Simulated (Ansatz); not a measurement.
# In2S: further runs on a relaxed guess

This session takes a relaxed cell of In2S and sets out to see how the gap depends on the functional.

Computed with Ansatz 0.2.0 (DFT PBE, scalar-relativistic, plane waves, PAW, unless a step names another level, unless a step's input says otherwise).

## (1) The system as given

It takes space group P-4m2 (No. 115, tetragonal). The conventional cell has a = 3.943 Å, b = 3.943 Å, c = 5.433 Å, α = 90.00°, β = 90.00°, γ = 90.00°. Around In (site symmetry 2mm) lie 2 S at 2.70 Å. Around S (site symmetry -4m2) lie 4 In at 2.70 Å.

As a file:

```xyz
3
Lattice="3.9431 0.0000 0.0000 0.0000 3.9431 0.0000 0.0000 0.0000 5.4326" Properties=species:S:1:pos:R:3 pbc="T T T"
In    1.9716    0.0000    3.5907
In    0.0000    1.9716    1.8419
S     0.0000    0.0000    0.0000
```

The cell was relaxed beforehand at this level, from a database cell with other species swapped in; it needn't be the stable form of this composition. At a tolerance of 0.05 Å it has space group P-4m2 (No. 115); it has 28.16 Å³/atom, an uncorrected energy of -0.28 eV/atom over the elements and, on its mesh, gap none (metal).

## (2) Level of theory: r2SCAN

input.yaml reads:

```yaml
crystal:
  lattice:
    - [3.9431303459, 0.0, 0.0]
    - [0.0, 3.9431303459, 0.0]
    - [0.0, 0.0, 5.4326040576]
  atoms:
    - { symbol: In, position: [0.5, 0.0, 0.6609598328] }
    - { symbol: In, position: [0.0, 0.5, 0.3390401672] }
    - { symbol: S, position: [0.0, 0.0, 0.0] }
basis:
  ecutwfc: 500
kpoints:
  mp_grid: { grid: [12, 12, 10] }
  band_path:
    path:
      - [[0.0, 0.0, 0.0], [0.0, 0.5, 0.0], [0.5, 0.5, 0.0], [0.0, 0.0, 0.0], [0.0, 0.0, 0.5], [0.0, 0.5, 0.5], [0.5, 0.5, 0.5], [0.0, 0.0, 0.5]]
      - [[0.0, 0.5, 0.0], [0.0, 0.5, 0.5]]
      - [[0.5, 0.5, 0.0], [0.5, 0.5, 0.5]]
    npoints: 14
hamiltonian:
  xc: r2scan
scf:
  occupations: { method: gaussian, width: 0.1 }
  n_extra_bands: 7
output:
  forces: true
  stress: true
  eigenvalues: true
  populations: true
  dos: { projected: true, de: 0.02, nscf_kmesh: { grid: [15, 15, 12] } }
  bader: true
  write_density: true
  write_potential: true
  elf: true
  volumetric_format: npy
```

Started as:

```bash
ansatz run input.yaml --threads 1 --pin off --max-ram 2560MiB --backend cpu --events-out ev --progress --plain --runs-dir out
```

What it wrote:

```text
Warning: RAYON_NUM_THREADS=1 ignored (pool sized by the plan → 1); use --threads N
scf.n_extra_bands = 7 over 16 filled bands (N_el = 32.0): the run solves 23 bands
Engine: ansatz 0.2.0, x86_64-unknown-linux-gnu
Pseudopotentials: kind: paw
Pseudopotential: In, paw, valence charge 13, recommended cutoff 500 eV (meta_gga), In.paw.azcp
Pseudopotential: S, paw, valence charge 6, recommended cutoff 500 eV (meta_gga), S.paw.azcp
Functional definition: r2SCAN
  parameter k0 = 0.174
  parameter k1 = 0.065
  parameter a1 = 4.9479
  exchange = r2scan_x(k0 = k0, k1 = k1, a1 = a1)
  correlation = r2scan_c
Crystal: 3 atoms, lattice volume = 84.468 Å³
Basis set: ecut = 500 eV, 2123 PW (Γ), exchange–correlation on 120×120×160 points (64 copies of the dense FFT grid, shifted against one another)
Bands: 23, of which v1, the nominal top of the filled ones, is band 16 counted from 1 (15 counted from 0)
Symmetry: 8 space group operations
Space group: P-4m2 (ITA 115), of the structure as read, at distance tolerance 4.4e-5 Å
k-points: 168 of 1440 (time reversal used)
Non-local potential: In, projectors of the file, l = 0: 2, l = 1: 2, l = 2: 2, l = 3: 2
Non-local potential: S, projectors of the file, l = 0: 2, l = 1: 2, l = 2: 2
PAW form: soft (Blöchl's): semilocal exchange-correlation on the pseudo side does not see the compensation charge
PAW frozen core: In, regenerated for the run's functional (the file was generated under x = pbe(κ = 0.804, μ = 0.2195149727645171), c = pbe(β = 0.06672455060314922))
PAW frozen core: S, regenerated for the run's functional (the file was generated under x = pbe(κ = 0.804, μ = 0.2195149727645171), c = pbe(β = 0.06672455060314922))
PAW one-centre angular grid: In, 590 points (default); XC on 289 of its mesh's 2783 points in the sphere
PAW one-centre angular grid: S, 302 points (default); XC on 160 Gauss nodes
Initial density: superposition of atomic densities (neutral atoms: chi_scale 0, normalization atom), corrected by the library's trained network
Initial wavefunctions: pseudopotential atomic-orbital guess
Functional: x = r2scan, c = r2scan; τ floored in thin density (d = 2e-4 eV/Å³)
SCF iter   1: F=—  HF=-12130.543558 eV  |F-HF|=—  |Δ(HF+E_count)|=         —  Δρ=7.18e-3  dr2=3.27e-2  dr2_τ=4.46e-3  ethr=1.77e-3  ⟨swp⟩=6.6  Hψ=20116  notcnv=0  defer=17
preconditioner: auto → Kerker (q_TF=auto, 2.321 Å⁻¹)  [metal: Δε(μ)=0.019 eV  Ē_g=16.315 eV  σ=0.100 eV  W_gap=0.11  n_scr=20 (ndim 8)  ℏωp=22.9 eV  f_vac=0.017  D(μ)=0.45/eV (n_scr^D=0)]
SCF iter   2: F=—  HF=-12130.555760 eV  |F-HF|=—  |Δ(HF+E_count)|=   1.22e-2  Δρ=3.00e-3  dr2=6.68e-3  dr2_τ=2.64e-4  ethr=1.02e-4  ⟨swp⟩=2.0  Hψ=8716  notcnv=0  defer=338
SCF iter   3: F=—  HF=-12130.556273 eV  |F-HF|=—  |Δ(HF+E_count)|=   5.12e-4  Δρ=1.11e-3  dr2=1.31e-3  dr2_τ=1.49e-5  ethr=2.09e-5  ⟨swp⟩=2.0  Hψ=6180  notcnv=0  defer=338
SCF iter   4: F=—  HF=-12130.556648 eV  |F-HF|=—  |Δ(HF+E_count)|=   3.75e-4  Δρ=3.19e-4  dr2=1.12e-4  dr2_τ=1.80e-6  ethr=4.08e-6  ⟨swp⟩=2.9  Hψ=6250  notcnv=0  defer=338
SCF iter   5: F=—  HF=-12130.556671 eV  |F-HF|=—  |Δ(HF+E_count)|=   2.30e-5  Δρ=7.70e-5  dr2=9.28e-6  dr2_τ=7.73e-7  ethr=3.51e-7  ⟨swp⟩=2.1  Hψ=5860  notcnv=0  defer=338
SCF iter   6: F=—  HF=-12130.556672 eV  |F-HF|=—  |Δ(HF+E_count)|=   6.08e-7  Δρ=4.20e-5  dr2=2.54e-6  dr2_τ=6.04e-8  ethr=2.90e-8  ⟨swp⟩=2.9  Hψ=6294  notcnv=0  defer=338
SCF iter   7: F=—  HF=-12130.556672 eV  |F-HF|=—  |Δ(HF+E_count)|=   2.44e-7  Δρ=1.15e-5  dr2=2.48e-7  dr2_τ=2.25e-9  ethr=7.93e-9  ⟨swp⟩=3.0  Hψ=6261  notcnv=0  defer=338
SCF iter   8: F=-12130.556672 eV  HF=-12130.556672 eV  |F-HF|=2.79e-9  |Δ(HF+E_count)|=   7.26e-8  Δρ=4.06e-6  dr2=2.49e-8  dr2_τ=1.38e-9  ethr=3.13e-10  ⟨swp⟩=13.8  Hψ=28901  notcnv=0
SCF 1 converged in 8 iterations: F = -12130.556672 eV  dr2 = 2.49e-8
NSCF: frozen V_eff on 129 k-points
NSCF: frozen V_eff on 252 k-points
SCF converged after 8 iterations
Free energy (F): -12130.556672 eV
Harris-Foulkes:  -12130.556672 eV  (|F-HF|=2.79e-9)
Internal energy: -12130.554435 eV  (E = F + TS)
E sigma→0 (E₀):  -12130.555553 eV
Entropy (-TS):   -0.002237 eV (-0.746 meV/atom)
Fermi energy:    7.196215 eV
--- Per-component energies (eV) ---
  E_band       = -135.797545
  E_kinetic    = 586.777709
  E_local      = -2689.620055  (includes V_loc(G=0)·N_el)
  E_nonlocal   = 762.462420
  E_hartree    = 1057.303984
  E_xc         = -493.442144
  E_vxc        = -307.469876  (∫ρ·V_xc dr)
  E_paw        = -8972.950796  (= ΣΔE_a)
  E_vpaw       = -621.988725  (= ΣTr[D̂ρ^β])
  E_aug_tail   = 0.000016  (compensation charges beyond the density's cutoff)
  E_vtau       = 19.436323  (kinetic-family band-sum trace: ∫τ·v_τ [+ j·A + Jᵃ·Aᵃ] dr)
  E_ewald      = -2382.906893
  E_core_change = 1.821325  (= ΣΔE_core)
  E_smearing   = -0.002237  (= −TS)
  E_closure    = 0.000000  (closes the sum)
  Σ components = -12130.556672   (vs F -12130.556672, Δ=0.00e0)
--- Forces (eV/Å), atoms counted from 1 ---
  atom   1  In     0.00000000     0.00000000     0.02751606
  atom   2  In     0.00000000     0.00000000    -0.02751606
  atom   3  S      0.00000000     0.00000000     0.00000000
  max |Σ_I F_I| component: 1.11e-16 eV/Å
--- Stress (GPa, compression-positive) ---
       -1.469138       0.000000      -0.000000
        0.000000      -1.469138       0.000000
       -0.000000       0.000000      -1.573648
  P = ⅓ Tr σ = -1.5040 GPa (-15.040 kbar)
--- Band table (eV; the first three rows and the last of 168) ---
  k-point 0: bands = ["-8.2363", "-8.0144", "-7.9981", "-7.9981", "-7.9713", "-7.9080", "-7.8340", "-7.8105", "-7.8105", "-7.7816", "-6.5089", "0.5300", "1.6843", "4.5268", "4.5268", "8.8478", "9.4732", "10.9707", "10.9707", "12.2680", "13.5163", "13.5163", "13.8665"]
  k-point 1: bands = ["-8.2288", "-8.0141", "-7.9966", "-7.9966", "-7.9734", "-7.9144", "-7.8315", "-7.8125", "-7.8125", "-7.7819", "-6.5005", "0.2118", "2.0967", "4.5482", "4.5482", "8.6105", "9.6055", "10.7664", "10.7664", "12.2673", "13.4255", "13.7895", "13.7895"]
  k-point 2: bands = ["-8.2072", "-8.0134", "-7.9924", "-7.9924", "-7.9829", "-7.9274", "-7.8264", "-7.8178", "-7.8178", "-7.7826", "-6.4778", "-0.2805", "2.8711", "4.6059", "4.6059", "8.0811", "9.8463", "10.3415", "10.3415", "12.2963", "12.8444", "14.4164", "14.4164"]
  k-point 167: bands = ["-8.2067", "-8.0511", "-8.0261", "-7.9736", "-7.9736", "-7.8882", "-7.8882", "-7.8261", "-7.8261", "-7.8135", "-5.3805", "2.0383", "2.0383", "2.5652", "5.1501", "5.1501", "5.9134", "8.7074", "9.9871", "12.9487", "13.2452", "13.2452", "15.9587"]
--- Löwdin populations: 3 sites ---
  site symbol       q [e]
     0     In     12.8153
     1     In     12.8153
     2      S      6.3017
  spilling = 0.002114 (of n_electrons = 32.000000)
--- Bader charges: 3 sites ---
  site symbol  charge [e]  shift [e]
     0     In      0.5039     0.0007
     1     In      0.5039     0.0007
     2      S     -1.0078     0.0014
  estimated error of the sums over rays = 2.1e-4 e
```

It took 78 s on 1 thread of Intel Xeon 6975P-C (Granite Rapids), shared host; peak memory 0.81 GiB.

Per atom:

```csv
atom,Löwdin electrons,Bader charge (e),Bader volume (Å³)
In1,12.82,+0.50,27.0
In2,12.82,+0.50,27.0
S3,6.30,-1.01,30.4
```

From bands.tsv, the levels nearest the Fermi level at the path's corners, in eV from the Fermi level:

| point | band 13 | band 14 | band 15 | band 16 | band 17 | band 18 | band 19 | band 20 |
| --- | --- | --- | --- | --- | --- | --- | --- | --- |
| Γ | -5.51 | -2.67 | -2.67 | 1.65 | 2.28 | 3.77 | 3.77 | 5.07 |
| X | -4.66 | -3.63 | -2.27 | -2.18 | 0.61 | 3.76 | 4.58 | 5.84 |
| M | -5.40 | -3.53 | -1.82 | -0.90 | -0.90 | -0.23 | 3.21 | 3.21 |
| Γ | -5.51 | -2.67 | -2.67 | 1.65 | 2.28 | 3.77 | 3.77 | 5.07 |
| Z | -2.42 | -2.42 | -1.96 | -1.17 | 2.34 | 2.34 | 3.58 | 3.90 |
| R | -5.88 | -4.15 | -2.19 | -0.52 | 1.97 | 3.32 | 4.89 | 4.94 |
| A | -5.16 | -4.63 | -2.05 | -2.05 | -1.28 | 1.51 | 2.79 | 5.75 |
| Z | -2.42 | -2.42 | -1.96 | -1.17 | 2.34 | 2.34 | 3.58 | 3.90 |
| X | -4.66 | -3.63 | -2.27 | -2.18 | 0.61 | 3.76 | 4.58 | 5.84 |
| R | -5.88 | -4.15 | -2.19 | -0.52 | 1.97 | 3.32 | 4.89 | 4.94 |
| M | -5.40 | -3.53 | -1.82 | -0.90 | -0.90 | -0.23 | 3.21 | 3.21 |
| A | -5.16 | -4.63 | -2.05 | -2.05 | -1.28 | 1.51 | 2.79 | 5.75 |

Counts of states by energy window (eV from the Fermi level), total and by projection:

```csv
from,to,total,In 5s,In 5p,S 3p
-8,-7,0.42,0.23,0.10,0.08
-7,-6,1.14,0.54,0.29,0.27
-6,-5,1.66,0.63,0.25,0.74
-5,-4,0.80,0.19,0.16,0.42
-4,-3,1.69,0.15,0.50,1.00
-3,-2,2.30,0.16,0.61,1.49
-2,-1,1.06,0.34,0.35,0.33
-1,0,0.88,0.34,0.29,0.22
0,1,0.65,0.19,0.33,0.09
1,2,1.42,0.25,0.86,0.19
2,3,1.91,0.18,1.31,0.25
3,4,1.74,0.28,1.07,0.22
4,5,1.19,0.09,0.77,0.12
5,6,1.83,0.08,1.10,0.13
```

A further 22 or so states lie below the table's range.

Density in a lattice plane of the grid's cell (edges 3.94 and 5.43 Å, at 0.000 of the third edge), which holds In and S.

Ten even steps from '0' (-0.04 e/Å³) to '9' (12.50 e/Å³):
```
000000000000000000
000000000000000000
000000000000000000
000000001110000000
000000123432100000
000000146864100000
000000248984200000
000000135653100000
000000012221000000
000000000000000000
000000000000000000
000000000000000000
000000000000000000
000000000000000000
000000000000000000
000000000000000000
000000000000000000
000000000000000000
000000000000000000
000000000000000000
```
Columns run along the first of these edges and rows up along the second, over one cell in 18 and 20 even steps from the bottom left corner. Atoms in the plane (fractional): In at (0.50, 0.66), S at (0.00, 0.00).

ELF in the same plane.

Values, 12 rows by 8 columns:
```
0.47 0.83 0.81 0.29 0.12 0.29 0.81 0.83
0.81 0.79 0.42 0.19 0.24 0.19 0.42 0.79
0.45 0.34 0.18 0.20 0.06 0.20 0.18 0.34
0.10 0.16 0.25 0.08 0.00 0.08 0.25 0.16
0.07 0.20 0.27 0.19 0.04 0.19 0.27 0.20
0.07 0.18 0.33 0.31 0.31 0.31 0.33 0.18
0.07 0.10 0.25 0.38 0.38 0.38 0.25 0.10
0.10 0.08 0.07 0.15 0.23 0.15 0.07 0.08
0.45 0.35 0.13 0.04 0.03 0.04 0.13 0.35
0.81 0.76 0.55 0.14 0.02 0.14 0.55 0.76
0.47 0.77 0.78 0.33 0.03 0.33 0.78 0.77
0.03 0.59 0.85 0.42 0.06 0.42 0.85 0.59
```
Columns run along the first of these edges and rows up along the second, over one cell in 8 and 12 even steps from the bottom left corner. Atoms in the plane (fractional): In at (0.50, 0.66), S at (0.00, 0.00).

Both are smooth fields of the valence electrons: close to the nuclei they are not physical.

Outside the cores ELF peaks at 0.88 in the shell around S, 0.9 Å from S.

[end of part 1 of 2]
